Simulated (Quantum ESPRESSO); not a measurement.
A run of Quantum ESPRESSO 7.5:

Contents of pw.in:

```
&CONTROL
  calculation = 'scf'
  prefix = 'pwscf'
  outdir = './tmp'
  pseudo_dir = './pseudo'
  tprnfor = .true.
  tstress = .true.
  disk_io = 'low'
/
&SYSTEM
  ibrav = 0
  nat = 2
  ntyp = 2
  ecutwfc = 78
  nbnd = 21
  occupations = 'smearing'
  smearing = 'mv'
  degauss = 0.01469973
/
&ELECTRONS
  conv_thr = 4d-10
  electron_maxstep = 120
  mixing_beta = 0.5
/
ATOMIC_SPECIES
Ge    72.6300 Ge.upf
W    183.8400 W.upf
CELL_PARAMETERS angstrom
   0.0000000000    2.5776100000    2.5776100000
   2.5776100000    0.0000000000    2.5776100000
   2.5776100000    2.5776100000    0.0000000000
ATOMIC_POSITIONS crystal
Ge     0.5000000000    0.5000000000    0.5000000000
W      0.0000000000    0.0000000000    0.0000000000
K_POINTS automatic
8 8 8 0 0 0
```

The input relax.in:

```
&CONTROL
  calculation = 'vc-relax'
  prefix = 'pwscf'
  outdir = './tmp'
  pseudo_dir = './pseudo'
  tprnfor = .true.
  tstress = .true.
  disk_io = 'low'
  nstep = 40
  forc_conv_thr = 0.0001
  etot_conv_thr = 1d-06
/
&SYSTEM
  ibrav = 0
  nat = 2
  ntyp = 2
  ecutwfc = 78
  nbnd = 21
  occupations = 'smearing'
  smearing = 'mv'
  degauss = 0.01469973
/
&ELECTRONS
  conv_thr = 4d-10
  electron_maxstep = 120
  mixing_beta = 0.5
/
&IONS
  ion_dynamics = 'bfgs'
/
&CELL
  cell_dynamics = 'bfgs'
  press = 0
  press_conv_thr = 0.2
/
ATOMIC_SPECIES
Ge    72.6300 Ge.upf
W    183.8400 W.upf
CELL_PARAMETERS angstrom
   0.0000000000    2.5776100000    2.5776100000
   2.5776100000    0.0000000000    2.5776100000
   2.5776100000    2.5776100000    0.0000000000
ATOMIC_POSITIONS crystal
Ge     0.5000000000    0.5000000000    0.5000000000
W      0.0000000000    0.0000000000    0.0000000000
K_POINTS automatic
8 8 8 0 0 0
```

The input scf2.in:

```
&CONTROL
  calculation = 'scf'
  prefix = 'pwscf'
  outdir = './tmp'
  pseudo_dir = './pseudo'
  tprnfor = .true.
  tstress = .true.
  disk_io = 'low'
/
&SYSTEM
  ibrav = 0
  nat = 2
  ntyp = 2
  ecutwfc = 78
  nbnd = 21
  occupations = 'smearing'
  smearing = 'mv'
  degauss = 0.01469973
/
&ELECTRONS
  conv_thr = 1d-13
  electron_maxstep = 120
  mixing_beta = 0.5
  startingpot = 'file'
  startingwfc = 'file'
/
ATOMIC_SPECIES
Ge    72.6300 Ge.upf
W    183.8400 W.upf
CELL_PARAMETERS angstrom
   0.0000000000    2.5510400787    2.5510400787
   2.5510400787    0.0000000000    2.5510400787
   2.5510400787    2.5510400787    0.0000000000
ATOMIC_POSITIONS crystal
Ge     0.5000000000    0.5000000000    0.5000000000
W      0.0000000000    0.0000000000    0.0000000000
K_POINTS automatic
8 8 8 0 0 0
```

ph.in

```
phonons of GeW
&INPUTPH
  prefix = 'pwscf'
  outdir = './tmp'
  tr2_ph = 1d-18
  fildyn = 'dyn'
  niter_ph = 90
  alpha_mix(1) = 0.4
/
0.0000000000 0.0000000000 0.0000000000
```

dynmat.in

```
&INPUT
  fildyn = 'dyn'
  asr = 'crystal'
  filout = 'dynmat.disp'
  fileig = 'dynmat.eig'
/
```

Potentials or basis: PseudoDojo 0.4.1 SR PBEsol standard.

Command:

```console
$ OMP_NUM_THREADS=1 pw.x -in pw.in > pw.out
$ OMP_NUM_THREADS=1 pw.x -in relax.in > relax.out
$ OMP_NUM_THREADS=1 pw.x -in scf2.in > scf2.out
$ OMP_NUM_THREADS=1 ph.x -in ph.in > ph.out
$ OMP_NUM_THREADS=1 dynmat.x -in dynmat.in > dynmat.out
```

Hardware: 1 thread of Arm Neoverse V2, with other jobs on the host.

Q: How long does it take, and how much memory?

A: It took 11 min on 1 thread of Arm Neoverse V2, with other jobs on the host, peak memory 0.08 GiB. Counts: scf iterations 49, k pools 1, bands 21, ion steps 4, k points 29, g dense 21595.
